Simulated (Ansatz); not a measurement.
# BiAsS: the cost of one run

Method: DFT PBE, scalar-relativistic, plane waves, PAW, in Ansatz 0.2.0.

## Step 1: The structure to begin with

The structure is orthorhombic, space group Pmmm (No. 47). The conventional cell has a = 4.127 Å, b = 4.170 Å, c = 4.257 Å, α = 90.00°, β = 90.00°, γ = 90.00°. Around Bi (site symmetry mmm) lie 4 S at 2.93 Å. As (site symmetry mmm) has 2 S at 2.13 Å as nearest neighbours. S (site symmetry mmm) is surrounded by 2 As at 2.13 Å and 4 Bi at 2.93 Å.

Structure file:

```
CELL_PARAMETERS angstrom
4.12746 0.00000 0.00000
0.00000 4.17041 0.00000
0.00000 0.00000 4.25742
ATOMIC_POSITIONS crystal
Bi 0.00000 0.00000 0.00000
As 0.50000 0.50000 0.50000
S 0.50000 0.50000 0.00000
```

A structure generator made this guess: species swapped into a database cell of ErCoC (Pmmm, No. 47), with Bi on the Er sites, As on the Co sites and S on the C sites. Lengths come from tabulated atomic sizes and are only a guess.

## Step 2: Probe: one point on a coarse mesh

The input, input.yaml:

```yaml
crystal:
  lattice:
    - [4.12746251, 0.0, 0.0]
    - [0.0, 4.17040954, 0.0]
    - [0.0, 0.0, 4.25742459]
  atoms:
    - { symbol: Bi, position: [0.0, 0.0, 0.0] }
    - { symbol: As, position: [0.5, 0.5, 0.5] }
    - { symbol: S, position: [0.5, 0.5, 0.0] }
basis:
  ecutwfc: 420
kpoints:
  mp_grid: { grid: [4, 4, 4] }
hamiltonian:
  xc: pbe
scf:
  occupations: { method: gaussian, width: 0.1 }
  lower_state_search: "off"
output:
  forces: true
  stress: true
  eigenvalues: true
```

On the command line:

```sh
> ansatz run input.yaml --threads 1 --pin off --max-ram 2560MiB --backend cpu --events-out ev --progress --plain --runs-dir out
```

**Question.** How long does this run take on 1 thread of AMD EPYC 9R45 (Zen 5), shared host, and how much memory does it need?

About 1.1 s, with a peak of 0.42 GiB.
